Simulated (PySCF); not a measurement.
# C₂H₁₁AsOSi₂: electronic excitations

Aim: predict the electronic excitations of C₂H₁₁AsOSi₂ (`CO[SiH2][As](C)[SiH3]`).

Computed with PySCF 2.14.0, with density-fitted response routines of our own, on a single molecule in the gas phase. Atoms are numbered from 0 throughout.

## Step 1: The molecule as given

17 atoms, charge 0, multiplicity 1; geometry from: GFN2-xTB.

Bonds of the start (Å): C0–O1 1.39, O1–Si2 1.63, Si2–As3 2.32, As3–C4 1.98, As3–Si5 2.32, C0–H6 1.09, C0–H7 1.09, C0–H8 1.10, Si2–H9 1.48, Si2–H10 1.46, C4–H11 1.09, C4–H12 1.09, C4–H13 1.09, Si5–H14 1.47, Si5–H15 1.47, Si5–H16 1.47.

## Step 2: TDDFT and polarisability: CAM-B3LYP/def2-SVPD

What the job is given:

```
{"job": {"kind": "uv", "xc": "CAM-B3LYP", "basis": "def2-SVPD", "nstates": 8, "ntriplets": 3}, "charge": 0, "multiplicity": 1}
C      2.924186    -0.041208     0.468868
O      2.119853    -0.073908    -0.661072
Si     0.667521    -0.801473    -0.786955
As    -0.664146    -0.253118     1.037801
C     -2.299870    -1.169628     0.405219
Si    -1.260960     1.889359     0.367035
H      3.454566    -0.990194     0.589992
H      3.653527     0.761616     0.352264
H      2.328859     0.145035     1.373890
H      0.839943    -2.269513    -0.847029
H      0.324901    -0.315075    -2.124359
H     -2.545975    -0.901845    -0.621829
H     -2.166362    -2.250889     0.453636
H     -3.145850    -0.908466     1.042134
H     -2.382236     2.371162     1.191129
H     -1.704043     1.989263    -1.032500
H     -0.150911     2.830912     0.554983
```

Level: TDDFT CAM-B3LYP/def2-SVPD, vertical, gas phase, core orbitals frozen in the response.

Run with:

```console
OMP_NUM_THREADS=1 python probes_run.py task.json out
```

This one command runs all jobs of the session in turn.

Standard output:

```text
coarse grid: 62888 points
cycle   1  E = -2972.3458612409  dE = -3.582e-01  |g| = 6.752e-01  |ddm| = 5.211e+00
cycle   2  E = -2972.2857546616  dE =  6.011e-02  |g| = 9.045e-01  |ddm| = 1.498e+00
cycle   3  E = -2972.4343599916  dE = -1.486e-01  |g| = 6.862e-02  |ddm| = 7.937e-01
cycle   4  E = -2972.4352702089  dE = -9.102e-04  |g| = 2.600e-02  |ddm| = 1.274e-01
cycle   5  E = -2972.4354322943  dE = -1.621e-04  |g| = 7.510e-03  |ddm| = 4.453e-02
cycle   6  E = -2972.4354493098  dE = -1.702e-05  |g| = 1.523e-03  |ddm| = 1.274e-02
cycle   7  E = -2972.4354501554  dE = -8.456e-07  |g| = 3.578e-04  |ddm| = 3.559e-03
final grid: 129648 points
cycle   8  E = -2972.4354444371  dE = -8.409e-08  |g| = 2.586e-04  |ddm| = 3.349e-03
cycle   9  E = -2972.4354444482  dE = -1.107e-08  |g| = 2.210e-04  |ddm| = 1.007e-03
cycle  10  E = -2972.4354444623  dE = -1.410e-08  |g| = 3.263e-05  |ddm| = 3.998e-04
cycle  11  E = -2972.4354444626  dE = -2.901e-10  |g| = 1.252e-05  |ddm| = 7.067e-05
converged SCF energy = -2972.4354444626

Static polarisability (au): isotropic 116.433, principal 102.397 117.872 129.029

Singlet excitations
state   eV       nm        f      main configurations
  1   5.3814    230.4   0.03637   H->L 0.91
  2   6.0373    205.4   0.07016   H->L+1 0.87
  3   6.3075    196.6   0.05077   H->L+2 0.48, H->L+3 0.30, H-1->L 0.14
  4   6.4552    192.1   0.04720   H-1->L 0.69
  5   6.7282    184.3   0.01189   H->L+3 0.35, H->L+4 0.25, H->L+2 0.20
  6   6.9376    178.7   0.01901   H->L+5 0.62
  7   7.0691    175.4   0.06767   H->L+4 0.42, H->L+3 0.18, H->L+2 0.10
  8   7.1394    173.7   0.11212   H-1->L+1 0.43, H-2->L 0.21

Triplet excitations (Tamm-Dancoff, eV): 4.8084 5.2374 5.9313
```

It took 2.2 min on 1 thread of Arm Neoverse N1, shared host; peak memory 1.1 GiB.

Frontier orbitals and where they lie:

| orbital | eV | atoms |
| --- | --- | --- |
| HOMO−3 | -10.26 | As3 23 %, C4 21 %, O1 17 % |
| HOMO−2 | -9.93 | O1 41 %, Si2 11 %, C0 10 % |
| HOMO−1 | -9.15 | As3 25 %, O1 20 %, Si2 15 % |
| HOMO | -8.10 | As3 56 %, Si2 11 %, Si5 9 % |
| LUMO | 0.48 | As3 21 %, Si2 20 %, C4 14 % |
| LUMO+1 | 0.88 | As3 26 %, Si5 25 %, Si2 13 % |
| LUMO+2 | 1.18 | Si5 28 %, Si2 10 %, As3 9 % |

With each of the 8 states as a Gaussian band of 0.4 eV half-width at 1/e, the curve within the window shown has maxima at 197 nm (ε 5,900), 176 nm (ε 8,300) L/(mol cm). Beyond the last state computed it falls off for lack of states. The curve at chosen wavelengths:

nm, ε (L/mol/cm) and a bar:
```
      167       3935 ##############
      171       6781 #########################
      174       8091 ##############################
      178       8033 ##############################
      182       6759 #########################
      185       5908 ######################
      189       5497 ####################
      193       5687 #####################
      196       5865 ######################
      200       5793 #####################
      204       5260 ###################
      207       4633 #################
      211       3695 #############
      215       2870 ##########
      219       2302 ########
      222       2045 #######
      226       1849 ######
      230       1705 ######
      233       1577 #####
      237       1352 ####
      241       1081 ###
      244        872 ###
      248        615 ##
      252        406 #
      255        285 
      259        170
```

Leading natural transition orbitals of singlet state 8: the hole lies on As3 31 %; O1 15 %; H9 14 %; the particle on As3 23 %; H9, H15 about 11 % each; Si5 10 %.

Leading natural transition orbitals of singlet state 1: the hole lies on As3 60 %; Si2 8 %; Si5 6 %; the particle on As3 22 %; Si2 12 %; H9 9 %.

Further results of this job:

| property | computed |
| --- | --- |
| dipole moment (D) | 1.15 |
| polarisability (Å³) | 17.25 |
| HOMO–LUMO gap (eV) | 8.58 |
| −ε(HOMO) (eV) | 8.10 |

Orbitals, density, ELF and potential are computed afterwards from the orbital file.

Frontier orbitals at CAM-B3LYP/def2-SVPD, with the share of their density that lies nearest to each atom:

| orbital | energy (eV) | lies on |
| --- | --- | --- |
| HOMO | -8.10 | As3 60 %; Si2 8 % |
| LUMO | 0.48 | As3 17 %; Si2 12 %; H9, H13 about 9 % each |

ELF in a plane through or near 6 of the atoms.

Ten even steps from '0' (0.00) to '9' (1.00):
```
0000000000000000000000000000
0000000000000000000000000000
0000000000000242000000000000
0000000000018999302562000000
0000000000049999749999300000
0000000000018999469999700000
0000798300001463108999500000
0004999820000146215653000000
0003999854000357873000000000
0000266824103522241000000000
0000488433116712154355300000
0001999831127863483488620000
0000999500023442463166410000
0000143000375200299841000000
0000000002898300399950000000
0000000001798300199830000000
0000000000021000001000000000
0000000000000000000000000000
0000000000000000000000000000
0000000000000000000000000000
```
The map spans 12.4 Å across and 10.9 Å up, centred on the molecule. Atoms in the plane (x, y in Å): C0 (-2.9, 0.2), C4 (2.2, -1.2), H6 (-3.5, -0.7), H7 (-3.6, 1.0), H12 (2.1, -2.3), H14 (2.5, 2.4).

log10 of the density (e/Å³) in the same plane.

Values, 10 rows by 14 columns:
```
-4.0 -4.0 -4.0 -4.0 -4.0 -4.0 -4.0 -4.0 -4.0 -4.0 -4.0 -4.0 -4.0 -4.0
-4.0 -4.0 -4.0 -4.0 -4.0 -3.8 -2.7 -2.2 -2.3 -2.5 -2.8 -3.5 -4.0 -4.0
-4.0 -4.0 -3.8 -3.5 -3.6 -3.0 -1.5 -0.5 -0.8 -0.8 -1.1 -2.3 -3.7 -4.0
-4.0 -3.3 -1.9 -1.4 -1.9 -2.4 -1.6 -0.6  0.1 -0.1 -0.6 -2.0 -3.6 -4.0
-4.0 -2.7 -0.9  0.2 -0.1 -1.1 -1.3 -0.5 -0.2 -0.9 -1.8 -2.6 -3.9 -4.0
-4.0 -2.7 -1.1  0.2  0.1 -0.8 -0.6  0.1  0.1 -0.5 -0.8 -1.7 -3.2 -4.0
-4.0 -3.2 -1.6 -0.9 -1.4 -1.3 -0.8 -0.7 -0.6  1.0 -0.1 -1.4 -3.0 -4.0
-4.0 -4.0 -3.3 -2.9 -2.5 -1.5 -1.2 -1.8 -1.4 -0.3 -1.2 -2.3 -3.7 -4.0
-4.0 -4.0 -4.0 -4.0 -3.4 -2.6 -2.4 -2.8 -2.9 -2.3 -2.7 -3.6 -4.0 -4.0
-4.0 -4.0 -4.0 -4.0 -4.0 -4.0 -4.0 -4.0 -4.0 -4.0 -4.0 -4.0 -4.0 -4.0
```
The map spans 12.4 Å across and 10.9 Å up, centred on the molecule. Atoms in the plane (x, y in Å): C0 (-2.9, 0.2), C4 (2.2, -1.2), H6 (-3.5, -0.7), H7 (-3.6, 1.0), H12 (2.1, -2.3), H14 (2.5, 2.4).

On the surface of density 0.002 e/bohr³ the electrostatic potential runs, from the 1st to the 99th percentile, from -1.12 V near O1 to 1.05 V near H9.

## Step 3: Summary of results

| quantity | value |
| --- | --- |
| lowest singlet (CAM-B3LYP/def2-SVPD) | 5.38 eV (230 nm), f = 0.036 |
| brightest single state of those computed | state 8, 7.14 eV, f = 0.112 |
| lowest triplet | 4.81 eV |
| surface potential, 1st and 99th percentile | -1.12 V and 1.05 V |

**Reading.** The lowest singlet, at 5.38 eV, is HOMO→LUMO 0.91 and is weak; of the 8 states computed, the strongest absorption comes from state 8 at 7.14 eV (the last computed, so partners may be missing). The lowest triplet lies 0.57 eV below the lowest singlet (triplets in Tamm-Dancoff, singlets in full TDDFT).
